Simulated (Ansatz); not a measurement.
# RuF2 (CdI2 type): response to moved atoms and strain

Aim: move atoms of RuF2 (CdI2 type) or strain its cell, and read the forces, the stress and the rise in energy. This structure was made by substitution into a known type, so it needn't be the compound's stable form.

Program: Ansatz 0.2.0. Level of theory: DFT PBEsol, scalar-relativistic, plane waves, PAW. These are calculated values, not measurements.

### 1 The starting structure

The structure is trigonal, space group P-3m1 (No. 164). Conventional cell: a = 3.220 Å, b = 3.220 Å, c = 4.306 Å, α = 90.00°, β = 90.00°, γ = 120.00°. Around Ru (site symmetry -3m) lie 6 F at 2.09 Å. Around F (site symmetry 3m) lie 3 Ru at 2.09 Å.

Coordinates:

```xyz
3
Lattice="3.2196 0.0000 0.0000 -1.6098 2.7883 0.0000 0.0000 0.0000 4.3056" Properties=species:S:1:pos:R:3 pbc="T T T"
Ru    0.0000    0.0000    0.0000
F     0.0000    1.8589    0.9572
F     1.6098    0.9294    3.3485
```

This cell comes from an earlier session at PBEsol: 12.884 Å³/atom at 0.00 GPa, on a 12×12×8 mesh.

The changes: atom 3 (F) moved 0.08 Å along z; strain e5 = +0.02, atoms carried along.

### 2 Atom 3 (F) moved 0.08 Å along z

Contents of input.yaml:

```yaml
crystal:
  lattice:
    - [3.2196253729, 0.0, 0.0]
    - [-1.6098126865, 2.7882773636, 0.0]
    - [0.0, 0.0, 4.3056267936]
  atoms:
    - { symbol: Ru, position: [0.0, 0.0, 0.0] }
    - { symbol: F, position: [0.3333333333, 0.6666666667, 0.2223063709] }
    - { symbol: F, position: [0.6666666667, 0.3333333333, 0.7962739668] }
basis:
  ecutwfc: 420
  ecutrho_ratio: 4
kpoints:
  mp_grid: { grid: [12, 12, 8] }
hamiltonian:
  xc: pbesol
scf:
  occupations: { method: gaussian, width: 0.05 }
output:
  forces: true
  stress: true
  eigenvalues: true
```

The run is started by

```bash
> ansatz run input.yaml --threads 4 --pin off --max-ram 4096MiB --backend cpu --events-out ev --progress --plain --runs-dir out
```

Log:

```text
Warning: RAYON_NUM_THREADS=4 ignored (pool sized by the plan → 4); use --threads N
Engine: ansatz 0.2.0, aarch64-unknown-linux-gnu
Pseudopotentials: kind: paw
Pseudopotential: Ru, paw, valence charge 16, recommended cutoff 420 eV (normal), Ru.paw.azcp
Pseudopotential: F, paw, valence charge 7, recommended cutoff 420 eV (normal), F.paw.azcp
Functional definition: PBEsol
  exchange = pbesol_x
  correlation = pbesol_c
Crystal: 3 atoms, lattice volume = 38.653 Å³
Basis set: ecut = 420 eV, 759 PW (Γ), exchange–correlation on 48×48×60 points (8 copies of the dense FFT grid, shifted against one another)
Bands: 19, of which v1, the nominal top of the filled ones, is band 15 counted from 1 (14 counted from 0)
Symmetry: 6 space group operations
Space group: P3m1 (ITA 156), of the structure as read, at distance tolerance 3.4e-5 Å
k-points: 131 of 1152 (time reversal used)
Non-local potential: Ru, projectors of the file, l = 0: 3, l = 1: 2, l = 2: 2, l = 3: 1
Non-local potential: F, projectors of the file, l = 0: 2, l = 1: 2, l = 2: 1
PAW form: soft (Blöchl's): semilocal exchange-correlation on the pseudo side does not see the compensation charge
PAW frozen core: Ru, regenerated for the run's functional, and the local potential with it (the file was generated under x = pbe(κ = 0.804, μ = 0.2195149727645171), c = pbe(β = 0.06672455060314922))
PAW frozen core: F, regenerated for the run's functional, and the local potential with it (the file was generated under x = pbe(κ = 0.804, μ = 0.2195149727645171), c = pbe(β = 0.06672455060314922))
PAW one-centre angular grid: Ru, 590 points (default); XC on 64 Gauss nodes
PAW one-centre angular grid: F, 110 points (default); XC on 64 Gauss nodes
Initial density: superposition of atomic densities (neutral atoms: chi_scale 0, normalization atom), corrected by the library's trained network
Initial wavefunctions: pseudopotential atomic-orbital guess
Functional: x = pbesol(κ = 0.804, μ = 0.12345679012345678), c = pbesol(β = 0.046)
SCF iter   1: F=—  HF=-7414.035523 eV  |F-HF|=—  |Δ(HF+E_count)|=         —  Δρ=1.83e-2  dr2=8.31e-2  ethr=1.77e-3  ⟨swp⟩=6.0  Hψ=11734  notcnv=0
preconditioner: auto → none  [insulator: Δε(μ)=0.501 eV  Ē_g=13.031 eV  σ=0.050 eV  W_gap=1.00  n_scr=8 (ndim 8)  ℏωp=28.0 eV  f_vac=0.191  D(μ)=0.00/eV (n_scr^D=0)  ε∞_Penn≈5.6]
SCF iter   2: F=—  HF=-7414.017422 eV  |F-HF|=—  |Δ(HF+E_count)|=   1.81e-2  Δρ=9.72e-3  dr2=2.14e-2  ethr=2.77e-4  ⟨swp⟩=2.0  Hψ=5491  notcnv=0
SCF iter   3: F=—  HF=-7414.013243 eV  |F-HF|=—  |Δ(HF+E_count)|=   4.18e-3  Δρ=3.49e-3  dr2=2.96e-3  ethr=7.14e-5  ⟨swp⟩=2.1  Hψ=4221  notcnv=0
SCF iter   4: F=—  HF=-7414.012805 eV  |F-HF|=—  |Δ(HF+E_count)|=   4.37e-4  Δρ=1.52e-3  dr2=2.30e-4  ethr=9.87e-6  ⟨swp⟩=2.6  Hψ=3781  notcnv=0
SCF iter   5: F=—  HF=-7414.012912 eV  |F-HF|=—  |Δ(HF+E_count)|=   1.07e-4  Δρ=3.72e-4  dr2=2.54e-5  ethr=7.67e-7  ⟨swp⟩=2.3  Hψ=3824  notcnv=0
SCF iter   6: F=—  HF=-7414.012922 eV  |F-HF|=—  |Δ(HF+E_count)|=   9.50e-6  Δρ=9.45e-5  dr2=2.58e-6  ethr=8.46e-8  ⟨swp⟩=2.3  Hψ=3789  notcnv=0
SCF iter   7: F=—  HF=-7414.012922 eV  |F-HF|=—  |Δ(HF+E_count)|=   4.55e-8  Δρ=2.82e-5  dr2=1.55e-7  ethr=8.60e-9  ⟨swp⟩=2.6  Hψ=3786  notcnv=0
SCF iter   8: F=-7414.012922 eV  HF=-7414.012922 eV  |F-HF|=5.59e-9  |Δ(HF+E_count)|=   2.46e-7  Δρ=4.50e-6  dr2=5.42e-9  ethr=3.33e-10  ⟨swp⟩=5.6  Hψ=10530  notcnv=0
SCF 1 converged in 8 iterations: F = -7414.012922 eV  dr2 = 5.42e-9
SCF converged after 8 iterations
Free energy (F): -7414.012922 eV
Harris-Foulkes:  -7414.012922 eV  (|F-HF|=5.59e-9)
Internal energy: -7414.012922 eV  (E = F + TS)
E sigma→0 (E₀):  -7414.012922 eV
Fermi energy:    10.483549 eV
--- Per-component energies (eV) ---
  E_band       = -295.012028
  E_kinetic    = 926.177129
  E_local      = -3375.463597  (includes V_loc(G=0)·N_el)
  E_nonlocal   = 499.829568
  E_hartree    = 1223.823567
  E_xc         = -342.878572
  E_vxc        = -436.441105  (∫ρ·V_xc dr)
  E_paw        = -3788.934903  (= ΣΔE_a)
  E_vpaw       = -356.767000  (= ΣTr[D̂ρ^β])
  E_aug_tail   = 0.004015  (compensation charges beyond the density's cutoff)
  E_ewald      = -2556.908309
  E_core_change = 0.338181  (= ΣΔE_core)
  E_smearing   = -0.000000  (= −TS)
  E_closure    = -0.000000  (closes the sum)
  Σ components = -7414.012922   (vs F -7414.012922, Δ=0.00e0)
--- Forces (eV/Å), atoms counted from 1 ---
  atom   1  Ru     0.00000000    -0.00000000     0.74828616
  atom   2  F     -0.00000000     0.00000000    -0.01575437
  atom   3  F     -0.00000000     0.00000000    -0.73254436
  max |Σ_I F_I| component: 1.26e-5 eV/Å
--- Stress (GPa, compression-positive) ---
        3.692526       0.000000      -0.000000
        0.000000       3.692526       0.000000
       -0.000000       0.000000       2.340630
  P = ⅓ Tr σ = 3.2419 GPa (32.419 kbar)
--- Band table (eV; the first three rows and the last of 131) ---
  k-point 0: bands = ["-62.3966", "-32.5890", "-32.5890", "-32.1644", "-16.0604", "-15.0417", "1.1374", "1.1374", "1.4999", "3.5995", "3.5995", "4.2039", "8.9890", "8.9890", "9.9881", "11.9133", "11.9133", "11.9851", "17.4113"]
  k-point 1: bands = ["-62.3966", "-32.5890", "-32.5890", "-32.1648", "-16.0478", "-15.0556", "1.1432", "1.1432", "1.5614", "3.5893", "3.5893", "4.0920", "8.9813", "8.9813", "10.0358", "11.9230", "11.9230", "12.1463", "17.1332"]
  k-point 2: bands = ["-62.3966", "-32.5890", "-32.5890", "-32.1655", "-16.0158", "-15.0907", "1.1573", "1.1573", "1.7308", "3.5648", "3.5648", "3.8087", "8.9629", "8.9629", "10.1403", "11.9463", "11.9463", "12.6189", "16.3856"]
  k-point 130: bands = ["-62.3811", "-32.7312", "-32.7220", "-32.1201", "-15.5536", "-15.2721", "1.5719", "1.7139", "1.8951", "3.1241", "3.2980", "3.3016", "9.4835", "9.5201", "9.6696", "11.2024", "11.2452", "17.8117", "20.3800"]
```

Wall time 4.4 s (4 threads of an Arm CPU, shared host); peak memory 0.44 GiB.

This gives: volume 12.884 Å³/atom, pressure 3.24 GPa, gap on the mesh 0.44 eV.

Forces on the atoms, as numbers:

| atom | x (eV/Å) | y (eV/Å) | z (eV/Å) |
| --- | --- | --- | --- |
| Ru1 | 0.000 | 0.000 | 0.748 |
| F2 | 0.000 | 0.000 | -0.016 |
| F3 | 0.000 | 0.000 | -0.733 |

### 3 Strain e5 = +0.02, atoms carried along

Contents of input.yaml:

```yaml
crystal:
  lattice:
    - [3.2196253729, 0.0, 0.0321962537]
    - [-1.6098126865, 2.7882773636, -0.0160981269]
    - [0.0430562679, 0.0, 4.3056267936]
  atoms:
    - { symbol: Ru, position: [0.0, 0.0, 0.0] }
    - { symbol: F, position: [0.3333333333, 0.6666666667, 0.2223063709] }
    - { symbol: F, position: [0.6666666667, 0.3333333333, 0.7776936291] }
basis:
  ecutwfc: 420
  ecutrho_ratio: 4
kpoints:
  mp_grid: { grid: [12, 12, 8] }
hamiltonian:
  xc: pbesol
scf:
  occupations: { method: gaussian, width: 0.05 }
output:
  forces: true
  stress: true
  eigenvalues: true
```

The run is started by

```bash
> ansatz run input.yaml --threads 4 --pin off --max-ram 4096MiB --backend cpu --events-out ev --progress --plain --runs-dir out
```

Log:

```text
Warning: RAYON_NUM_THREADS=4 ignored (pool sized by the plan → 4); use --threads N
[... 7 set-up lines as earlier in the session ...]
Crystal: 3 atoms, lattice volume = 38.649 Å³
Basis set: ecut = 420 eV, 759 PW (Γ), exchange–correlation on 48×48×60 points (8 copies of the dense FFT grid, shifted against one another)
Bands: 19, of which v1, the nominal top of the filled ones, is band 15 counted from 1 (14 counted from 0)
Symmetry: 2 space group operations
Space group: P-1 (ITA 2), of the structure as read, at distance tolerance 3.4e-5 Å
k-points: 580 of 1152
[... 10 set-up lines as earlier in the session ...]
SCF iter   1: F=—  HF=-7414.059032 eV  |F-HF|=—  |Δ(HF+E_count)|=         —  Δρ=1.80e-2  dr2=7.81e-2  ethr=1.77e-3  ⟨swp⟩=6.0  Hψ=51263  notcnv=0
preconditioner: auto → none  [insulator: Δε(μ)=0.571 eV  Ē_g=12.873 eV  σ=0.050 eV  W_gap=1.00  n_scr=8 (ndim 8)  ℏωp=28.0 eV  f_vac=0.178  D(μ)=0.00/eV (n_scr^D=0)  ε∞_Penn≈5.7]
SCF iter   2: F=—  HF=-7414.043389 eV  |F-HF|=—  |Δ(HF+E_count)|=   1.56e-2  Δρ=1.01e-2  dr2=2.45e-2  ethr=2.60e-4  ⟨swp⟩=2.0  Hψ=24360  notcnv=0
SCF iter   3: F=—  HF=-7414.038487 eV  |F-HF|=—  |Δ(HF+E_count)|=   4.90e-3  Δρ=3.43e-3  dr2=2.83e-3  ethr=8.18e-5  ⟨swp⟩=2.0  Hψ=18339  notcnv=0
SCF iter   4: F=—  HF=-7414.038080 eV  |F-HF|=—  |Δ(HF+E_count)|=   4.07e-4  Δρ=1.50e-3  dr2=2.11e-4  ethr=9.44e-6  ⟨swp⟩=1.8  Hψ=16126  notcnv=0
SCF iter   5: F=—  HF=-7414.038180 eV  |F-HF|=—  |Δ(HF+E_count)|=   1.00e-4  Δρ=2.76e-4  dr2=9.74e-6  ethr=7.03e-7  ⟨swp⟩=2.0  Hψ=15352  notcnv=0
SCF iter   6: F=—  HF=-7414.038215 eV  |F-HF|=—  |Δ(HF+E_count)|=   3.49e-5  Δρ=2.95e-5  dr2=1.84e-7  ethr=3.25e-8  ⟨swp⟩=2.4  Hψ=19343  notcnv=0
SCF iter   7: F=-7414.038216 eV  HF=-7414.038216 eV  |F-HF|=7.67e-9  |Δ(HF+E_count)|=   3.59e-7  Δρ=5.66e-6  dr2=9.76e-9  ethr=3.33e-10  ⟨swp⟩=5.8  Hψ=49306  notcnv=0
SCF 1 converged in 7 iterations: F = -7414.038216 eV  dr2 = 9.76e-9
SCF converged after 7 iterations
Free energy (F): -7414.038216 eV
Harris-Foulkes:  -7414.038216 eV  (|F-HF|=7.67e-9)
Internal energy: -7414.038216 eV  (E = F + TS)
E sigma→0 (E₀):  -7414.038216 eV
Fermi energy:    10.389237 eV
--- Per-component energies (eV) ---
  E_band       = -293.433219
  E_kinetic    = 925.098419
  E_local      = -3313.474895  (includes V_loc(G=0)·N_el)
  E_nonlocal   = 499.668420
  E_hartree    = 1193.923680
  E_xc         = -342.567632
  E_vxc        = -436.015729  (∫ρ·V_xc dr)
  E_paw        = -3788.763941  (= ΣΔE_a)
  E_vpaw       = -356.561872  (= ΣTr[D̂ρ^β])
  E_aug_tail   = 0.003921  (compensation charges beyond the density's cutoff)
  E_ewald      = -2588.264368
  E_core_change = 0.338181  (= ΣΔE_core)
  E_smearing   = -0.000000  (= −TS)
  E_closure    = -0.000000  (closes the sum)
  Σ components = -7414.038216   (vs F -7414.038216, Δ=0.00e0)
--- Forces (eV/Å), atoms counted from 1 ---
  atom   1  Ru     0.00000000     0.00000000     0.00000000
  atom   2  F     -0.17381419    -0.00351753     0.00465633
  atom   3  F      0.17381419     0.00351753    -0.00465633
  max |Σ_I F_I| component: 0.00e0 eV/Å
--- Stress (GPa, compression-positive) ---
        0.133241       1.202413      -1.444670
        1.202413       0.051137      -0.018127
       -1.444673      -0.018127      -0.006502
  P = ⅓ Tr σ = 0.0593 GPa (0.593 kbar)
--- Band table (eV; the first three rows and the last of 580) ---
  k-point 0: bands = ["-62.4125", "-32.5857", "-32.5591", "-32.2239", "-15.8814", "-14.9853", "1.3863", "1.4421", "1.5630", "3.6525", "3.6859", "4.3093", "8.9395", "9.0046", "9.9149", "11.5912", "11.7234", "11.8726", "17.3244"]
  k-point 1: bands = ["-62.4125", "-32.5857", "-32.5590", "-32.2242", "-15.8657", "-15.0024", "1.3956", "1.4505", "1.6243", "3.6389", "3.6747", "4.1903", "8.9319", "8.9968", "9.9521", "11.6164", "11.7565", "12.0119", "17.0547"]
  k-point 2: bands = ["-62.4124", "-32.5857", "-32.5590", "-32.2250", "-15.8252", "-15.0463", "1.4169", "1.4685", "1.8006", "3.6056", "3.6475", "3.8874", "8.9134", "8.9778", "10.0328", "11.6529", "11.7980", "12.4917", "16.3258"]
  k-point 579: bands = ["-62.3992", "-32.7522", "-32.6220", "-32.1865", "-15.4692", "-15.1659", "1.0698", "2.0526", "2.1945", "3.0512", "3.3253", "3.9863", "9.1196", "9.6896", "9.7256", "10.6989", "11.7761", "17.2650", "18.4151"]
```

Wall time 10 s (4 threads of an Arm CPU, shared host); peak memory 0.63 GiB.

Read off: volume 12.883 Å³/atom, pressure 0.06 GPa, mesh gap 0.52 eV.

Forces on the atoms, as numbers:

| atom | x (eV/Å) | y (eV/Å) | z (eV/Å) |
| --- | --- | --- | --- |
| F2 | -0.174 | -0.004 | 0.005 |
| F3 | 0.174 | 0.004 | -0.005 |

### 4 Results

| change | change of free energy (meV/atom) | largest force (eV/Å) | largest change of stress (GPa) |
| --- | --- | --- | --- |
| atom 3 (F) moved 0.08 Å along z | 9.60 | 0.748 | 3.68 |
| strain e5 = +0.02, atoms carried along | 1.17 | 0.174 | 1.44 |

Moving atom 3 by 0.08 Å meets a restoring force of 0.732 eV/Å along the move, a force constant of about 9.1 eV/Å². The strain e5 = +0.02 changes that stress component by -1.44 GPa (compression positive), a ratio of 72 GPa; that is a secant over a finite strain with the atoms carried along, not the elastic constant. No change lowers the energy by more than 0.5 meV/atom; other distortions weren't tried. No dispersion term is included, so distances between weakly bound layers or units are the least certain numbers.
